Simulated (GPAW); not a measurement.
The system is SbAs.

```
Sb As
1.0
     2.03271    1.17359    3.71659
    -2.03271    1.17359    3.71659
     0.00000   -2.34718    3.71659
Sb As
1 1
Direct
  0.77090 0.77090 0.77090
  0.22910 0.22910 0.22910
```

The cell is a database's computed one.

| Item | Value |
| --- | --- |
| Program | GPAW 26.7.0 |
| Task | relaxation of cell and atoms |
| Functional | PBE |
| Potentials or basis | GPAW PAW data sets (gpaw-data 1.2.1) |
| Cutoff | 600 eV |
| Basis | pw |
| k mesh | 8 × 8 × 8 |
| Occupations | fermi-dirac, width 0.05 eV |
| Spin | no spin polarisation |

At the start: pressure 1.0 GPa; volume 26.60 Å³/atom.

Question: How do energy, volume and symmetry change on relaxing?

Answer: Over 24 steps the energy falls by 2.3 meV/atom and the volume is 26.75 Å³/atom (+0.6 %); space group R3m (No. 160, to 0.05 Å).

Step by step:
| step | energy change (eV) | largest force (eV/Å) | pressure (GPa) | volume (Å³) |
| --- | --- | --- | --- | --- |
| 1 | 0.0000 | 0.1611 | 0.98 | 53.20 |
| 2 | -0.0013 | 0.1266 | 0.76 | 53.33 |
| 3 | -0.0028 | 0.0665 | 0.38 | 53.56 |
| 4 | -0.0036 | 0.0041 | -0.07 | 53.84 |
| 5 | -0.0032 | 0.0601 | -0.45 | 54.07 |
| 6 | -0.0033 | 0.0566 | -0.43 | 54.06 |
| 7 | -0.0034 | 0.0496 | -0.39 | 54.03 |
| 8 | -0.0036 | 0.0395 | -0.33 | 53.98 |
| 9 | -0.0037 | 0.0270 | -0.26 | 53.93 |
| 10 | -0.0039 | 0.0125 | -0.18 | 53.86 |
| 11 | -0.0040 | 0.0028 | -0.09 | 53.79 |
| 12 | -0.0040 | 0.0175 | 0.00 | 53.73 |
| 13 | -0.0040 | 0.0310 | 0.08 | 53.66 |
| 14 | -0.0040 | 0.0413 | 0.14 | 53.60 |
| 15 | -0.0041 | 0.0467 | 0.17 | 53.55 |
| 16 | -0.0042 | 0.0461 | 0.17 | 53.52 |
| 17 | -0.0043 | 0.0383 | 0.13 | 53.52 |
| 18 | -0.0045 | 0.0232 | 0.05 | 53.53 |
| 19 | -0.0046 | 0.0027 | -0.06 | 53.56 |
| 20 | -0.0046 | 0.0153 | -0.15 | 53.56 |
| 21 | -0.0046 | 0.0143 | -0.14 | 53.55 |
| 22 | -0.0046 | 0.0121 | -0.13 | 53.54 |
| 23 | -0.0046 | 0.0091 | -0.10 | 53.53 |
| 24 | -0.0046 | 0.0053 | -0.08 | 53.51 |

Final structure:
```
Sb As
1.0
     2.05041    1.18380    3.67389
    -2.05041    1.18380    3.67389
     0.00000   -2.36761    3.67389
Sb As
1 1
Cartesian
  0.0000 0.0000 8.4828
  0.0000 0.0000 2.5389
```

Caveat: later steps reuse the first step's grids.
